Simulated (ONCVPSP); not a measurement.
# An ONCV potential for iron, from input to tests

Do these settings give a usable potential? It is generated, then checked for transferability, scattering, ghosts and hardness.

Program: ONCVPSP 4.0.1. Reference atom: PBE, scalar-relativistic, spherical and spin-unpolarised. All values are calculated.

2 further runs of the same task are left out: 1 that didn't finish, 1 set aside as unsound or not needed.

## 1. Starting point

Typed settings, in words:

```json
{
 "element": "iron (Fe, Z = 26)",
 "type": "optimised norm-conserving Vanderbilt (ONCV)",
 "frozen core": "[Ne] 3s2",
 "valence charge": "14",
 "reference configuration": "3p6 3d6 4s1.75 (charge +0.25)",
 "partial waves": "4s: rc 2.45 bohr, ncon 3, nbas 6, qcut 2.8 1/bohr, 2 projectors, debl 2 Ha; 3p: rc 1.20 bohr, ncon 4, nbas 9, qcut 13.5 1/bohr, 2 projectors, debl 1.5 Ha; 3d: rc 0.90 bohr, ncon 3, nbas 6, qcut 10.3 1/bohr, 2 projectors, debl 1.6 Ha; f scattering state at 0.04 Ha: rc 2.20 bohr, ncon 5, nbas 8, qcut 5.6 1/bohr, 2 projectors, debl 1.3 Ha",
 "local potential": "polynomial inside 0.60 bohr (lpopt 5, dvloc0 1 Ha)",
 "core correction": "Teter function, fcfact 2, rcfact 1.5"
}
```

The nodes and maxima of the atom's own shells, from an earlier all-electron run, set the scale for the radii.

All-electron outer shells of the reference configuration (PBE, scalar-relativistic, ld1.x):

| shell | level (eV) | outermost node (bohr) | outermost maximum (bohr) |
| --- | --- | --- | --- |
| 3s | -96.00 | 0.33 | 0.70 |
| 3p | -62.03 | 0.30 | 0.72 |
| 3d | -9.48 | – | 0.71 |
| 4s | -6.96 | 1.00 | 2.38 |
| 4p | -2.70 | 1.10 | 3.17 |

## 2. Generation

Contents of Fe.dat:

```
# ATOM AND REFERENCE CONFIGURATION
# atsym  z   nc   nv     iexc    psfile
  Fe 26.00    4    3        4      upf
#
#   n    l    f
    1    0    2.00
    2    0    2.00
    2    1    6.00
    3    0    2.00
    3    1    6.00
    3    2    6.00
    4    0    1.75
#
# PSEUDOPOTENTIAL AND OPTIMIZATION
# lmax
    3
#
#   l,   rc,      ep,       ncon, nbas, qcut
    0    2.45    0.00    3    6    2.80
    1    1.20    0.00    4    9   13.50
    2    0.90    0.00    3    6   10.30
    3    2.20    0.04    5    8    5.60
#
# LOCAL POTENTIAL
# lloc, lpopt,  rc(5),   dvloc0
    4    5    0.60    1.00
#
# VANDERBILT-KLEINMAN-BYLANDER PROJECTORs
# l, nproj, debl
    0    2    2.00
    1    2    1.50
    2    2    1.60
    3    2    1.30
#
# MODEL CORE CHARGE
# icmod, fcfact, rcfact
    3    2.00    1.50
#
# LOG DERIVATIVE ANALYSIS
# epsh1, epsh2, depsh
   -4.00    5.00    0.02
#
# OUTPUT GRID
# rlmax, drl
    6.00    0.01
#
# TEST CONFIGURATIONS
# ncnf
    4
# nvcnf
#   n    l    f
    3
    3    1    6.00
    3    2    6.00
    4    0    2.00
#
    3
    3    1    6.00
    3    2    6.00
    4    0    1.00
#
    3
    3    1    6.00
    3    2    6.00
    4    0    0.00
#
    4
    3    1    6.00
    3    2    5.00
    4    0    2.00
    4    1    1.00
#
```

The run is started by

```
$ oncvpsp.x < Fe.dat > Fe.out
```

Before running it: what results should come out? Wanted: cutoffs; bound ghosts; GHOST(+) flags; largest miss of a reference level; largest test error; largest phase difference near zero energy, channels read; rms error of d²Exc/dn², without and with the model core; projector energies reset by the program.

As calculated:

```
                                                quantity                     value
                                                 cutoffs            not determined
                                            bound ghosts           s at -292.44 eV
                                          GHOST(+) flags    s at 89 eV, f at 15 eV
                       largest miss of a reference level               10 meV (3d)
                            largest test error (AE − PS)  -27 meV, for 3p6 3d6 4s0
largest phase difference near zero energy, channels read                 0.000 rad
 rms error of d²Exc/dn², without and with the model core         4.06 and 2.79 mHa
                 projector energies reset by the program       p: -2.280, 0.250 Ha
```

In words: It has a bound ghost (s), a state that the atom doesn't have, and that rules the file out. The worst unpolarised test, 3p6 3d6 4s0, is off by 27 meV on 23.4 eV; by total energies transferability rates as fair. Near zero energy the phases of the channels with partial waves that could be evaluated agree within 0.001 rad. The program also flags highly localised states, GHOST(+) (s, f). All of this concerns the isolated atom, not yet a solid.
